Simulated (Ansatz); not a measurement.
# Rh: energy and stress against strain

The task, for Rh: strain the cell along the Voigt pattern (0, 0, 0, 1, 0, 0).

Program: Ansatz 0.2.0. Level of theory: DFT PBEsol, scalar-relativistic, plane waves, PAW. These are calculated values, not measurements.

## (1) Starting point

Symmetry: Fm-3m, No. 225, cubic system. The conventional cell has a = 3.803 Å, b = 3.803 Å, c = 3.803 Å, α = 90.00°, β = 90.00°, γ = 90.00°. Around Rh (site symmetry m-3m) lie 12 Rh at 2.69 Å.

Coordinates:

```xyz
1
Lattice="0.0000 1.9016 1.9016 1.9016 0.0000 1.9016 1.9016 1.9016 0.0000" Properties=species:S:1:pos:R:3 pbc="T T T"
Rh    0.0000    0.0000    0.0000
```

The cell is taken as given, not relaxed at this level.

## (2) Zero of energy

Reference values: F = -6338.7493 eV; pressure -5.07 GPa; largest force 0.000 eV/Å; gap on the mesh none (metal). It was computed beforehand with the settings of the runs below.

## (3) Next: energy and stress against strain

The cell is strained by ε times the Voigt pattern (0, 0, 0, 1, 0, 0) (xx, yy, zz, yz, xz, xy; engineering shear), with fractional coordinates fixed (clamped ions). The stress on the pattern is the sum of the stress components weighted by it, tension positive.

## (4) At ε = -0.0200

Contents of input.yaml:

```yaml
crystal:
  lattice:
    - [0.0, 1.8825345, 1.8825345]
    - [1.90155, -0.0190155, 1.90155]
    - [1.90155, 1.90155, -0.0190155]
  atoms:
    - { symbol: Rh, position: [0.0, 0.0, 0.0] }
basis:
  ecutwfc: 420
kpoints:
  mp_grid: { grid: [22, 22, 22] }
hamiltonian:
  xc: pbesol
scf:
  occupations: { method: gaussian, width: 0.15 }
output:
  forces: true
  stress: true
  eigenvalues: true
```

Started as:

```sh
ansatz run input.yaml --threads 1 --pin off --max-ram 2560MiB --backend cpu --events-out ev --progress --plain --runs-dir out
```

## (5) Point ε = 0.0150

Changes to input.yaml since step 4:

```diff
@@ -2,5 +2,5 @@
   lattice:
-    - [0.0, 1.8825345, 1.8825345]
-    - [1.90155, -0.0190155, 1.90155]
-    - [1.90155, 1.90155, -0.0190155]
+    - [0.0, 1.915811625, 1.915811625]
+    - [1.90155, 0.014261625, 1.90155]
+    - [1.90155, 1.90155, 0.014261625]
   atoms:
```

## (6) At ε = -0.0100

Changes to input.yaml since step 5:

```diff
@@ -2,5 +2,5 @@
   lattice:
-    - [0.0, 1.915811625, 1.915811625]
-    - [1.90155, 0.014261625, 1.90155]
-    - [1.90155, 1.90155, 0.014261625]
+    - [0.0, 1.89204225, 1.89204225]
+    - [1.90155, -0.00950775, 1.90155]
+    - [1.90155, 1.90155, -0.00950775]
   atoms:
```

## (7) At ε = 0.0050

Changes to input.yaml since step 6:

```diff
@@ -2,5 +2,5 @@
   lattice:
-    - [0.0, 1.89204225, 1.89204225]
-    - [1.90155, -0.00950775, 1.90155]
-    - [1.90155, 1.90155, -0.00950775]
+    - [0.0, 1.906303875, 1.906303875]
+    - [1.90155, 0.004753875, 1.90155]
+    - [1.90155, 1.90155, 0.004753875]
   atoms:
```

## (8) At ε = 0.0175

Changes to input.yaml since step 7:

```diff
@@ -2,5 +2,5 @@
   lattice:
-    - [0.0, 1.906303875, 1.906303875]
-    - [1.90155, 0.004753875, 1.90155]
-    - [1.90155, 1.90155, 0.004753875]
+    - [0.0, 1.9181885625, 1.9181885625]
+    - [1.90155, 0.0166385625, 1.90155]
+    - [1.90155, 1.90155, 0.0166385625]
   atoms:
```

## (9) At ε = 0.0125

Changes to input.yaml since step 8:

```diff
@@ -2,5 +2,5 @@
   lattice:
-    - [0.0, 1.9181885625, 1.9181885625]
-    - [1.90155, 0.0166385625, 1.90155]
-    - [1.90155, 1.90155, 0.0166385625]
+    - [0.0, 1.9134346875, 1.9134346875]
+    - [1.90155, 0.0118846875, 1.90155]
+    - [1.90155, 1.90155, 0.0118846875]
   atoms:
```

## (10) Point ε = 0.0075

Changes to input.yaml since step 9:

```diff
@@ -2,5 +2,5 @@
   lattice:
-    - [0.0, 1.9134346875, 1.9134346875]
-    - [1.90155, 0.0118846875, 1.90155]
-    - [1.90155, 1.90155, 0.0118846875]
+    - [0.0, 1.9086808125, 1.9086808125]
+    - [1.90155, 0.0071308125, 1.90155]
+    - [1.90155, 1.90155, 0.0071308125]
   atoms:
```

## (11) At ε = 0.0025

Changes to input.yaml since step 10:

```diff
@@ -2,5 +2,5 @@
   lattice:
-    - [0.0, 1.9086808125, 1.9086808125]
-    - [1.90155, 0.0071308125, 1.90155]
-    - [1.90155, 1.90155, 0.0071308125]
+    - [0.0, 1.9039269375, 1.9039269375]
+    - [1.90155, 0.0023769375, 1.90155]
+    - [1.90155, 1.90155, 0.0023769375]
   atoms:
```

(Steps that only read results are left out.)

Before running it: what results should come out? Wanted: slope of the stress at ε = 0, from the points at -0.0100, 0 and 0.0025.

The runs gave:

```
                                                              quantity    value
slope of the stress at ε = 0, from the points at -0.0100, 0 and 0.0025  200 GPa
```

What this shows: From the stress slope, C44 is about 200 GPa with the ions clamped. The reference stands under -5.1 GPa, so this is no zero-stress constant. No sampled point lies below the undisturbed cell.
